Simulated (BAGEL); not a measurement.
**SiF3 (trifluorosilyl): ROHF/6-31G(d) (density fitting with cc-pvqz-jkfit, spherical functions)**

Aim: the energy change on altering one bond length of SiF3 (trifluorosilyl) at ROHF/6-31G* (density fitting with cc-pvqz-jkfit, spherical functions), from 2 runs. 

The results are computed with BAGEL 1.2.2.

2 further runs of the same task are left out: 2 set aside as unsound or not needed.

### Step 1. Starting point

SiF3 has 4 atoms, charge 0, and is taken as a doublet. As SMILES, `F[Si](F)F`. Geometry: relaxed at PBE0-D4/def2-TZVP.

Bond lengths: F1–Si2 1.581 Å, Si2–F3 1.581 Å, Si2–F4 1.581 Å. Angles: F1–Si2–F3 107.9°, F1–Si2–F4 107.9°, F3–Si2–F4 107.9°.

### Step 2. The energy at ROHF/6-31G(d) (density fitting with cc-pvqz-jkfit, spherical functions)

The input, job.json:

```json
{ "bagel" : [

{
  "title" : "molecule",
  "basis" : "6-31gs.json",
  "df_basis" : "cc-pvqz-jkfit",
  "angstrom" : true,
  "geometry" : [
    { "atom" : "F", "xyz" : [       0.784850,      -0.507040,       1.151700 ] },
    { "atom" : "Si", "xyz" : [      -0.282750,       0.213060,       0.234280 ] },
    { "atom" : "F", "xyz" : [      -0.994260,      -0.892250,      -0.644340 ] },
    { "atom" : "F", "xyz" : [       0.492160,       1.186230,      -0.741640 ] }
  ]
},

{ "title" : "rohf", "nopen" : 1 },

{ "title" : "print", "file" : "orbitals.molden", "orbitals" : true }

]}
```

The basis set 6-31G* is read from a file made from the Basis Set Exchange's data (not shown).

On the command line:

```console
$ BAGEL_NUM_THREADS=1 BAGEL job.json > job.out
```

What it wrote:

```text
* using 1 threads per process

  ===============================================================
  ===============================================================

  *** Geometry ***

  { "atom" : "F", "xyz" : [      1.483152,     -0.958167,      2.176398 ] },
  { "atom" : "Si", "xyz" : [     -0.534320,      0.402625,      0.442725 ] },
  { "atom" : "F", "xyz" : [     -1.878879,     -1.686108,     -1.217626 ] },
  { "atom" : "F", "xyz" : [      0.930048,      2.241650,     -1.401496 ] },

  Number of auxiliary basis functions:      466

  Since a DF basis is specified, we compute 2- and 3-index integrals:
    o Being stored without compression. Storage requirement is 0.013 GB

  Number of basis functions:       60
  Number of electrons      :       41

    * METHOD: MOLECULE                             0.12

  *** Open-shell HF ***

  === Nuclear Repulsion ===
   176.7984512233

      * DIIS with orbital gradients will be used.

  === ROHF iteration (6-31gs.json) ===
      0       -587.08595259          0.06230301           0.05
      1       -587.26719160          0.04060251           0.05
      2       -587.33474212          0.02433401           0.05
      3       -587.37361823          0.00090966           0.05
      4       -587.37396088          0.00023222           0.05
      5       -587.37402936          0.00006272           0.05
      6       -587.37404120          0.00001107           0.05
      7       -587.37404521          0.00000231           0.05
      8       -587.37404536          0.00000062           0.05
      9       -587.37404538          0.00000024           0.05
     10       -587.37404538          0.00000007           0.05
     11       -587.37404539          0.00000002           0.05
     12       -587.37404539          0.00000001           0.05
    * SCF iteration converged.

    * S^2 (ROHF) is 0.7500

    * Permanent dipole moment:
           (    0.459542,    -0.346082,    -0.380624) a.u.

    * METHOD: ROHF                                 0.68

    * METHOD: PRINT                                0.00

  ===============================================================
```

It took 1.1 s on 1 thread of Intel Xeon 6975P-C (Granite Rapids), shared host; peak memory 0.08 GiB.

### Step 3. The distorted shape

Changes to job.json since step 2:

```diff
@@ -8,3 +8,3 @@
   "geometry" : [
-    { "atom" : "F", "xyz" : [       0.784850,      -0.507040,       1.151700 ] },
+    { "atom" : "F", "xyz" : [       0.944990,      -0.615055,       1.289313 ] },
     { "atom" : "Si", "xyz" : [      -0.282750,       0.213060,       0.234280 ] },
```

The basis set 6-31G* is read from a file made from the Basis Set Exchange's data (not shown).

On the command line:

```console
$ BAGEL_NUM_THREADS=1 BAGEL job.json > job.out
```

What it wrote:

```text
* using 1 threads per process

  ===============================================================
  ===============================================================

  *** Geometry ***

  { "atom" : "F", "xyz" : [      1.785772,     -1.162286,      2.436448 ] },
  { "atom" : "Si", "xyz" : [     -0.534320,      0.402625,      0.442725 ] },
  { "atom" : "F", "xyz" : [     -1.878879,     -1.686108,     -1.217626 ] },
  { "atom" : "F", "xyz" : [      0.930048,      2.241650,     -1.401496 ] },

  Number of auxiliary basis functions:      466

  Since a DF basis is specified, we compute 2- and 3-index integrals:
    o Being stored without compression. Storage requirement is 0.013 GB

  Number of basis functions:       60
  Number of electrons      :       41

    * METHOD: MOLECULE                             0.16

  *** Open-shell HF ***

  === Nuclear Repulsion ===
   168.9188967058

      * DIIS with orbital gradients will be used.

  === ROHF iteration (6-31gs.json) ===
      0       -587.01922909          0.06477954           0.05
      1       -587.20700047          0.04516646           0.05
      2       -587.28844853          0.02853920           0.05
      3       -587.34377563          0.00127405           0.05
      4       -587.34436996          0.00059748           0.05
      5       -587.34452411          0.00018540           0.05
      6       -587.34455467          0.00005585           0.05
      7       -587.34456253          0.00001730           0.05
      8       -587.34456522          0.00000442           0.05
      9       -587.34456551          0.00000187           0.05
     10       -587.34456547          0.00000096           0.05
     11       -587.34456545          0.00000032           0.05
     12       -587.34456545          0.00000016           0.05
     13       -587.34456545          0.00000006           0.05
     14       -587.34456546          0.00000002           0.05
     15       -587.34456546          0.00000001           0.05
    * SCF iteration converged.

    * S^2 (ROHF) is 0.7500

    * Permanent dipole moment:
           (    0.779137,    -0.561290,    -0.097664) a.u.

    * METHOD: ROHF                                 0.83

    * METHOD: PRINT                                0.00

  ===============================================================
```

Wall time 1.3 s (1 thread of Intel Xeon 6975P-C (Granite Rapids), shared host); peak memory 0.08 GiB.

### Step 4. Outcome

Level: ROHF/6-31G* (density fitting with cc-pvqz-jkfit, spherical functions).

```
                                                          quantity          value
                                         first shape: total energy  -587.37405 Eh
                                        first shape: dipole moment         1.75 D
                                                 first shape: ⟨S²⟩          0.750
                                     distorted shape: total energy  -587.34457 Eh
                                    distorted shape: dipole moment         2.45 D
                                             distorted shape: ⟨S²⟩          0.750
energy change with the F1–Si2 bond stretched from 1.581 to 1.818 Å       0.802 eV
```

What this shows: With the F1–Si2 bond stretched from 1.581 to 1.818 Å the energy rises by 0.80 eV (77.4 kJ/mol). The first shape isn't relaxed at this level, so the change isn't measured from a minimum.
